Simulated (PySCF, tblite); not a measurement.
# C₆H₇N₂ radical: geometry, infrared bands and EPR parameters

Wanted: the infrared bands and EPR parameters of C₆H₇N₂ radical (`Cc1n[c]cnc1C`), by calculation.

Programs: tblite 0.8.0 and PySCF 2.14.0, with density-fitted response routines of our own. Each step states its level of theory. These are calculated values for one molecule in the gas phase, unless marked as measured. Atoms count from 0, in the outputs and in this text.

## Step 1: The molecule as given

15 atoms, charge 0, multiplicity 2; geometry from: force field or distance geometry start.

Bonds of the start (Å): C0–C1 1.49, C1–N2 1.37, N2–C3 1.35, C3–C4 1.38, C4–N5 1.36, N5–C6 1.35, C6–C7 1.50, C6–C1 1.40, C0–H8 1.09, C0–H9 1.11, C0–H10 1.10, C4–H11 1.08, C7–H12 1.09, C7–H13 1.09, C7–H14 1.10.

## Step 2: Geometry optimisation with GFN2-xTB

What the job is given:

```
{"job": {"kind": "relax", "xc": "GFN2-xTB", "basis": "xTB"}, "charge": 0, "multiplicity": 2}
C     -0.830400    -1.699500    -0.451600
C      0.264200    -0.708700    -0.232800
N      1.542700    -1.175200    -0.419000
C      2.529700    -0.276600    -0.225300
C      2.277100     1.015700     0.182000
N      1.023100     1.491500     0.375300
C      0.018400     0.610400     0.170000
C     -1.367100     1.123900     0.399600
H     -0.433200    -2.672800    -0.753000
H     -1.418900    -1.844800     0.472600
H     -1.507100    -1.347800    -1.247300
H      3.084500     1.715000     0.337500
H     -1.361000     2.172200     0.710100
H     -1.864800     0.548600     1.184500
H     -1.961800     1.056100    -0.524500
```

On the command line:

```
$ OMP_NUM_THREADS=1 python probes_run.py task.json out
```

One launch serves the whole session: the jobs run in the order shown.

**Question.** This job is followed by: GFN2-xTB harmonic vibrations, gas phase; UKS B3LYP, pcH-1 on C H N, non-relativistic, mean-field spin-orbit, GIAO. Predict these results of the whole session: strongest single infrared mode (GFN2-xTB); zero-point energy (GFN2-xTB); g(iso) (B3LYP); ⟨S²⟩; largest a(iso) (averaged by class); potential on the surface of density 0.002 e/bohr³, 1st and 99th percentile.

As calculated:

```
                                                                  quantity                 value
                                 strongest single infrared mode (GFN2-xTB)  1413 cm⁻¹, 69 km/mol
                                              zero-point energy (GFN2-xTB)         72.8 kcal/mol
                                                            g(iso) (B3LYP)               2.00219
                                                                      ⟨S²⟩    0.755 (exact 0.75)
                                        largest a(iso) (averaged by class)  13C on C3, 511.2 MHz
potential on the surface of density 0.002 e/bohr³, 1st and 99th percentile    -1.33 V and 1.07 V
```

**Reading.** Over 25 steps the energy fell by 0.312 eV; of the close pairs, N2–C3 changed most, 1.349 to 1.287 Å. All 39 modes are real, so the xTB geometry is a minimum. The strongest single mode, at 1413 cm⁻¹, is spread over many atoms; the largest shares are those of C1, C6. Unscaled tight-binding wavenumbers are off by several per cent, some by more. Its intensities can rank the bands wrongly. Most of the unpaired spin sits on C3 (0.79 e). The isotropic g lies 0.1 ppt below the free-electron value. The conformer search found further structures of the same energy, which may be mirror or relabelled copies of this one.
